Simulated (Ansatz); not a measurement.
# YAgH3 (element-swapped structure): how the settings move a single-point run

How sensitive is a single-point run of YAgH3 (element-swapped structure) to its settings? A reference run comes first, then four runs with altered input.

Method: reference: DFT r2SCAN, plane waves, PAW, scalar-relativistic, no spin polarisation, in Ansatz 0.2.0.

## 1. Starting point

The structure is hexagonal, space group P6_3/mmc (No. 194). Conventional cell: a = 3.671 Å, b = 3.671 Å, c = 11.482 Å, α = 90.00°, β = 90.00°, γ = 120.00°. Y (site symmetry -3m) is surrounded by 6 H at 2.34 Å. Ag (site symmetry -6m2) has 5 H at 1.87 to 2.12 Å as nearest neighbours. H (site symmetry -6m2) has 3 Ag at 2.12 Å as nearest neighbours. Around H (site symmetry 3m) lie 1 Ag at 1.87 Å and 3 Y at 2.34 Å.

Coordinates:

```cif
data_structure
_symmetry_space_group_name_H-M 'P 1'
_symmetry_Int_Tables_number 1
_cell_length_a 3.6713
_cell_length_b 3.6713
_cell_length_c 11.4824
_cell_angle_alpha 90.000
_cell_angle_beta 90.000
_cell_angle_gamma 120.000
_cell_volume 134.03
loop_
_atom_site_label
_atom_site_type_symbol
_atom_site_fract_x
_atom_site_fract_y
_atom_site_fract_z
_atom_site_occupancy
Y1 Y 0.00000 0.00000 0.00000 1
Y2 Y 0.00000 0.00000 0.50000 1
Ag1 Ag 0.66667 0.33333 0.25000 1
Ag2 Ag 0.33333 0.66667 0.75000 1
H1 H 0.00000 0.00000 0.25000 1
H2 H 0.00000 0.00000 0.75000 1
H3 H 0.66667 0.33333 0.08707 1
H4 H 0.33333 0.66667 0.58707 1
H5 H 0.66667 0.33333 0.41293 1
H6 H 0.33333 0.66667 0.91293 1
```

## 2. Reference

input.yaml

```yaml
crystal:
  lattice:
    - [1.835657, 3.179462, 0.0]
    - [-3.671324, 0.0, 0.0]
    - [0.0, 0.0, 11.482401]
  atoms:
    - { symbol: "Y", position: [0.0, 0.0, 0.0] }
    - { symbol: "Y", position: [0.0, 0.0, 0.5] }
    - { symbol: Ag, position: [0.66667, 0.33334, 0.25] }
    - { symbol: Ag, position: [0.33333, 0.66667, 0.75] }
    - { symbol: H, position: [0.0, 0.0, 0.25] }
    - { symbol: H, position: [0.0, 0.0, 0.75] }
    - { symbol: H, position: [0.66667, 0.33334, 0.08707] }
    - { symbol: H, position: [0.33333, 0.66667, 0.58707] }
    - { symbol: H, position: [0.66667, 0.33334, 0.41293] }
    - { symbol: H, position: [0.33334, 0.66667, 0.91293] }
  symmetry: { tolerance: 0.0003 }
kpoints:
  mp_grid: { grid: [6, 6, 2], shift: [0, 0, 0] }
magnetization:
  spin_polarized: false
scf:
  occupations: { method: fermi_dirac }
hamiltonian:
  pseudopotentials: { kind: paw }
  xc: r2scan
basis:
  ecutwfc: 500
output:
  forces: true
  stress: true
  eigenvalues: true
```

The run is started by

```console
$ ansatz run input.yaml --threads 1 --pin off --max-ram 2560MiB --backend cpu --events-out ev --progress --plain --runs-dir out
```

## 3. Variant: occupations.method tetrahedron, accuracy high

input.yaml, as its differences from that of step 2:

```diff
@@ -22,3 +22,3 @@
 scf:
-  occupations: { method: fermi_dirac }
+  occupations: { method: tetrahedron }
 hamiltonian:
@@ -32 +32,2 @@
   eigenvalues: true
+accuracy: high
```

## 4. Changed: mp_grid.grid [9, 9, 3], occupations.method cold, occupations.width 0.1, hubbard.sites [{species: Ag, l: d, u_eff: 8.0}], hubbard.double_counting fll

input.yaml, as its differences from that of step 2:

```diff
@@ -18,3 +18,3 @@
 kpoints:
-  mp_grid: { grid: [6, 6, 2], shift: [0, 0, 0] }
+  mp_grid: { grid: [9, 9, 3], shift: [0, 0, 0] }
 magnetization:
@@ -22,3 +22,3 @@
 scf:
-  occupations: { method: fermi_dirac }
+  occupations: { method: cold, width: 0.1 }
 hamiltonian:
@@ -26,2 +26,3 @@
   xc: r2scan
+  hubbard: { sites: [{ species: Ag, l: d, u_eff: 8.0 }], double_counting: fll }
 basis:
```

## 5. Changed: scf.algorithm direct_min, lower_state_search light, dr2_threshold 1.0e-05

input.yaml, as its differences from that of step 2:

```diff
@@ -23,2 +23,5 @@
   occupations: { method: fermi_dirac }
+  algorithm: direct_min
+  lower_state_search: light
+  convergence: { dr2_threshold: 1.0e-05 }
 hamiltonian:
```

## 6. Changing settings: mp_grid.shift [0.5, 0.5, 0.5], hubbard.sites [{species: Y, l: d, u_eff: 3.0}], hubbard.double_counting amf, dispersion d3bjatm

input.yaml, as its differences from that of step 2:

```diff
@@ -18,3 +18,3 @@
 kpoints:
-  mp_grid: { grid: [6, 6, 2], shift: [0, 0, 0] }
+  mp_grid: { grid: [6, 6, 2], shift: [0.5, 0.5, 0.5] }
 magnetization:
@@ -26,2 +26,4 @@
   xc: r2scan
+  hubbard: { sites: [{ species: "Y", l: d, u_eff: 3.0 }], double_counting: amf }
+  dispersion: d3bjatm
 basis:
```

Before running it: what results should come out? Wanted: for each run, ending; energy change; pressure; gap; force.

As calculated:

| run | ending | energy change | pressure (GPa) | gap (eV) | force (eV/Å) | cycles | time |
| --- | --- | --- | --- | --- | --- | --- | --- |
| reference | converged | 0 | -6.8 | 0.00 | 0.67 | 8 | 19 s |
| 1: occupations.method tetrahedron, accuracy high | converged | 0.0 meV/atom (σ→0) | -6.9 | 0.00 | 0.68 | 10 | 28 s |
| 2: mp_grid.grid [9, 9, 3], occupations.method cold, occupations.width 0.1, hubbard.sites [{species: Ag, l: d, u_eff: 8.0}], hubbard.double_counting fll | converged | +107.3 meV/atom (σ→0) (U changed: no physical gain or loss) | -4.9 | 0.00 | 0.98 | 8 | 34 s |
| 3: scf.algorithm direct_min, lower_state_search light, dr2_threshold 1.0e-05 | converged | 0.0 meV/atom | -6.8 | 0.00 | 0.67 | 6 | 64 s |
| 4: mp_grid.shift [0.5, 0.5, 0.5], hubbard.sites [{species: Y, l: d, u_eff: 3.0}], hubbard.double_counting amf, dispersion d3bjatm | converged | -77.7 meV/atom (U changed: no physical gain or loss) (offset of the dispersion model) | -7.4 | 0.00 | 0.68 | 11 | 28 s |

Residual by cycle in the longest SCF loop of each run; runs are numbered as in the table. The quantity is the density residual dr2, in eV.

| cycle | reference | run 1 | run 2 | run 3 | run 4 |
| --- | --- | --- | --- | --- | --- |
| 1 | 0.105 | 0.11 | 14.8 | 0.105 | 62.4 |
| 2 | 0.032 | 0.0334 | 1.97 | 0.0296 | 3.87 |
| 3 | 0.00315 | 0.00305 | 0.442 | 0.00299 | 1.31 |
| 4 | 2.0e-4 | 2.2e-4 | 0.0135 | 2.2e-4 | 0.264 |
| 5 | 6.1e-5 | 7.8e-5 | 5.3e-4 | 1.6e-5 | 0.0496 |
| 6 | 2.9e-6 | 3.6e-6 | 3.3e-5 | 2.3e-6 | 0.00239 |
| 7 | 2.8e-7 | 3.6e-7 | 1.1e-6 | - | 1.2e-4 |
| 8 | 1.2e-8 | 1.5e-8 | 4.8e-8 | - | 2.2e-5 |
| 9 | - | 3.6e-9 | - | - | 7.3e-7 |
| 10 | - | 9.5e-11 | - | - | 2.3e-7 |
| 11 | - | - | - | - | 6.4e-8 |

What this shows: Of the converged runs whose energies compare with the reference's, none moves it noticeably. A changed U is a change of model: its shifts are not errors of convergence. Of the variants the dearest is «scf.algorithm direct_min, lower_state_search light, dr2_threshold 1.0e-05» (64 s), the cheapest «mp_grid.shift [0.5, 0.5, 0.5], hubbard.sites [{species: Y, l: d, u_eff: 3.0}], hubbard.double_counting amf, dispersion d3bjatm» (28 s), on a shared host.

Caveats on the reference run: its mesh is coarse for a cell with so small a gap or none; the structure is made up and not relaxed.
